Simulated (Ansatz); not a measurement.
# CH5BOSi: up Jacob's ladder to CCSD(T)

The task here is to estimate one member of a computed series from the others.

Computed with Ansatz 0.2.0, Gaussian basis. Level: functionals in def2-TZVPP, the program's frozen cores in correlated methods.

The runs, in order: LDA (SPW92), PBE-D4, revPBE-D4, BLYP-D4, r2SCAN-D4, B97M-V, PBE0-D4, B3LYP-D4, r2SCANh-D4, r2SCAN0-D4, HSE06-D4, BHLYP-D4, CAM-B3LYP-D4, LC-ωPBE, ωB97X-V, ωB97M-V, B2PLYP, PBE-QIDH; CCSD(T)/def2-SVP; CCSD(T)/def2-TZVPP; MP2/def2-QZVPP; extrapolation to the limit; RPA on PBE.

### The geometry

An earlier PBE0-D4 in a triple-zeta def2 set relaxation fixed the geometry.

SMILES `B1CO[SiH2]1`, 9 atoms, charge 0, spin multiplicity 1.

Atoms are counted from 1 here; the program's logs count them from 0.

Bond lengths: B1–C2 1.572 Å, B1–Si4 2.009 Å, B1–H5 1.190 Å, C2–O3 1.451 Å, C2–H6 1.100 Å, C2–H7 1.100 Å, O3–Si4 1.682 Å, Si4–H8 1.491 Å, Si4–H9 1.491 Å. Angles: C2–B1–Si4 81.1°, C2–B1–H5 130.0°, Si4–B1–H5 148.9°, B1–C2–O3 102.7°, B1–C2–H6 113.6°, B1–C2–H7 113.6°, O3–C2–H6 110.5°, O3–C2–H7 110.5°, H6–C2–H7 106.1°, C2–O3–Si4 97.0°, B1–Si4–O3 79.1°, B1–Si4–H8 120.9°, B1–Si4–H9 120.9°, O3–Si4–H8 112.9°, O3–Si4–H9 112.9°, H8–Si4–H9 107.2°.

Set-up of the first run:

File in.yaml:

```yaml
crystal:
  periodic: [false, false, false]
  atoms:
    - {symbol: B, position_ang: [1.089124, 0.085221, -0.246238]}
    - {symbol: C, position_ang: [0.251974, -0.809138, 0.739588]}
    - {symbol: O, position_ang: [-1.107439, -0.359526, 0.503066]}
    - {symbol: Si, position_ang: [-0.742944, 0.794314, -0.664713]}
    - {symbol: H, position_ang: [2.261716, 0.113757, -0.444433]}
    - {symbol: H, position_ang: [0.341418, -1.887437, 0.539109]}
    - {symbol: H, position_ang: [0.524457, -0.672338, 1.796922]}
    - {symbol: H, position_ang: [-1.389841, 0.514756, -1.979008]}
    - {symbol: H, position_ang: [-1.139964, 2.174090, -0.261489]}
basis:
  gaussian: {orbitals: def2-TZVPP}
hamiltonian: {xc: lda}
output: {orbitals: {seedname: orbitals}}
```

Run with:

```console
> ansatz run in.yaml --threads 2 --pin off --events-out ev --progress --plain --max-ram 4352MiB
```

Among the steps run: LDA; PBE-D4 (GGA); revPBE-D4 (GGA); BLYP-D4 (GGA); r2SCAN-D4 (meta-GGA); B97M-V (meta-GGA); PBE0-D4 (hybrid); B3LYP-D4 (hybrid); r2SCANh-D4 (hybrid); r2SCAN0-D4 (hybrid); HSE06-D4 (hybrid); BHLYP-D4 (hybrid); CAM-B3LYP-D4 (range-separated); LC-ωPBE (range-separated); ωB97X-V (range-separated); ωB97M-V (range-separated); B2PLYP (double hybrid); PBE-QIDH (double hybrid).

One table of the session follows, with a row left open; its other results are not shown here.

It belongs to the step «Orbital energies across the functionals». 

| functional | HOMO (eV) | LUMO (eV) | gap (eV) |
| --- | --- | --- | --- |
| LDA (SPW92) | -6.58 | -3.52 | 3.05 |
| PBE-D4 | -6.48 | -3.29 | 3.20 |
| revPBE-D4 | -6.44 | -3.18 | 3.26 |
| BLYP-D4 | -6.38 | -3.11 | 3.27 |
| r2SCAN-D4 | -6.72 | -2.97 | 3.75 |
| B97M-V | -6.80 | -3.07 | 3.73 |
| PBE0-D4 | -7.67 | -2.29 | 5.37 |
| B3LYP-D4 | -7.49 | -2.49 | 5.00 |
| r2SCANh-D4 | -7.15 | -2.62 | 4.53 |
| r2SCAN0-D4 | -7.81 | -2.11 | 5.70 |
| HSE06-D4 | -7.27 | -2.68 | 4.59 |
| BHLYP-D4 | ? | ? | ? |
| CAM-B3LYP-D4 | -9.04 | -1.14 | 7.90 |
| LC-ωPBE | -10.37 | 0.04 | 10.42 |
| ωB97X-V | -10.02 | -0.06 | 9.96 |
| ωB97M-V | -9.82 | -0.29 | 9.53 |

Q: Estimate the row for BHLYP-D4 from the others.

Worked estimate for «HOMO (eV)». Against the share of exact exchange, BLYP-D4 (0, -6.38), B3LYP-D4 (0.2, -7.49) give a slope of -5.55 per unit share; at 0.5 the line stands at -9.15.

As computed: HOMO (eV): -8.79; LUMO (eV): -1.20; gap (eV): 7.58. In «HOMO (eV)» the line misses by -0.36.
